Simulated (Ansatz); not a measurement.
What does this script print? It uses Ansatz 0.2.0 through its Python package.

The script, `run_deck.py`:
```python
# -*- coding: utf-8 -*-
"""Run CH4AlFOSi from an input written out key by key."""

import ansatz
import numpy as np
import pandas as pd

DECK = """
crystal:
  periodic: [false, false, false]
  atoms:
    - { symbol: F, position_ang: [2.8851, -1.1375, 0.162] }
    - { symbol: C, position_ang: [2.0215, 0.0205, 0.0807] }
    - { symbol: O, position_ang: [1.8156, 0.4317, -1.2654] }
    - { symbol: Al, position_ang: [0.3308, -0.2739, -0.6069] }
    - { symbol: Si, position_ang: [-1.9798, -0.0473, 0.0845] }
    - { symbol: H, position_ang: [2.283, 0.8913, 0.742] }
    - { symbol: H, position_ang: [-2.7124, 0.7013, -0.9148] }
    - { symbol: H, position_ang: [-2.5443, -1.3513, 0.2874] }
    - { symbol: H, position_ang: [-2.0111, 0.7189, 1.4135] }
basis:
  gaussian: { orbitals: cc-pVDZ }
hamiltonian:
  xc: pbe0
output:
  forces: true
"""

session = ansatz.Session.from_yaml(DECK)
data = session.plan(threads=1).execute().report

print(f"E = {data['free_energy_ev']:.6f} eV = {data['free_energy_ev'] / 27.211386246:.7f} Ha")
print("converged:", data["converged"], " doubts:", data["published_state_doubts"] or "none")
symbols = ["F", "C", "O", "Al", "Si", "H", "H", "H", "H"]

print("forces (eV/A)")
for symbol, f in zip(symbols, data["forces_ev_ang"]):
    print(f"  {symbol:2s} {f[0]:9.4f} {f[1]:9.4f} {f[2]:9.4f}")
charges = data["charge_distribution"]
table = pd.DataFrame({"atom": symbols, "mulliken": charges["mulliken_charges_e"], "lowdin": charges["lowdin_charges_e"]})
print(table.round(3).to_string())
print("dipole (e A):", np.round(charges["dipole_moment_e_ang"], 4) + 0.0)
```

```console
$ python run_deck.py
E = -20326.567106 eV = -746.9875633 Ha
converged: True  doubts: none
forces (eV/A)
  F    -0.5106    1.8234    0.0328
  C     0.8144   -0.7902    0.7286
  O     0.0715   -0.0781   -0.2318
  Al   -0.8962    0.1963    0.3679
  Si    0.7152    0.7545    0.4517
  H     0.8292   -0.9736   -0.3653
  H    -0.6741    0.4684   -0.6144
  H    -0.5583   -1.1153    0.1609
  H     0.2090   -0.2854   -0.5303
  atom  mulliken  lowdin
0    F    -0.271   0.046
1    C     0.275  -0.198
2    O    -0.406   0.149
3   Al     0.380  -0.100
4   Si     0.007   0.158
5    H     0.050   0.004
6    H    -0.017  -0.030
7    H    -0.017  -0.026
8    H     0.000  -0.004
dipole (e A): [-0.9105 -0.0404  0.0344]
```

Notes:
- Total energies depend on the basis set; only differences at equal settings carry meaning.
- The geometry is a force-field or estimated start, not a minimum of this method, and the basis set is short of its limit.
- The Löwdin charges here are taken after orthogonalising the functions within each atom; they differ from plain Löwdin charges, and their signs can be unphysical.
- Timing: 4.3 s on 1 thread of Arm Neoverse V2, on a shared host, peak memory 0.28 GiB.

(A comment or docstring line of the script was reworded after the run, the code is as it ran; lines on the test bed's own set-up are left out of the output.)
